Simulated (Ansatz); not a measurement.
# Cl2H2NSV: the cost of one run

Computed with Ansatz 0.2.0, Gaussian basis. Level: the settings change from run to run.

## (1) The molecule

The geometry comes from an earlier relaxation with PBE0-D4 in a triple-zeta def2 set; it is a stationary point, not always the lowest conformer.

SMILES `[NH2][V](=[S])([Cl])[Cl]`, 7 atoms, charge 0, spin multiplicity 1.

Atoms are counted from 1 here; the program's logs count them from 0.

Bond lengths: N1–V2 1.790 Å, N1–H6 1.014 Å, N1–H7 1.008 Å, V2–S3 1.982 Å, V2–Cl4 2.147 Å, V2–Cl5 2.147 Å. Angles: V2–N1–H6 119.0°, V2–N1–H7 128.4°, H6–N1–H7 112.6°, N1–V2–S3 105.4°, N1–V2–Cl4 109.5°, N1–V2–Cl5 109.5°, S3–V2–Cl4 111.0°, S3–V2–Cl5 111.0°, Cl4–V2–Cl5 110.2°.

## (2) r2SCANh/6-31G*

Options: D3(BJ) dispersion, high accuracy.

in.yaml

```yaml
crystal:
  periodic: [false, false, false]
  atoms:
    - {symbol: N, position_ang: [-0.436659, 0.652306, 0.813198]}
    - {symbol: V, position_ang: [0.292284, -0.390631, -0.446420]}
    - {symbol: S, position_ang: [2.014985, -1.008253, 0.314868]}
    - {symbol: Cl, position_ang: [-1.011114, -2.048744, -0.848313]}
    - {symbol: Cl, position_ang: [0.606638, 0.755964, -2.234172]}
    - {symbol: H, position_ang: [-1.336987, 1.082966, 0.633928]}
    - {symbol: H, position_ang: [-0.067845, 0.888491, 1.721212]}
basis:
  gaussian: {orbitals: "6-31G*"}
hamiltonian: {xc: {name: r2SCANh}, dispersion: d3bj}
accuracy: high
output: {forces: true}
```

Run with:

```
ansatz run in.yaml --threads 4 --pin off --events-out ev --progress --plain --max-ram 10444MiB
```

Q: Estimate wall time and peak memory on 4 threads of Intel Xeon 6975P-C, shared host.

About 7.5 s, with a peak of 0.7 GiB.
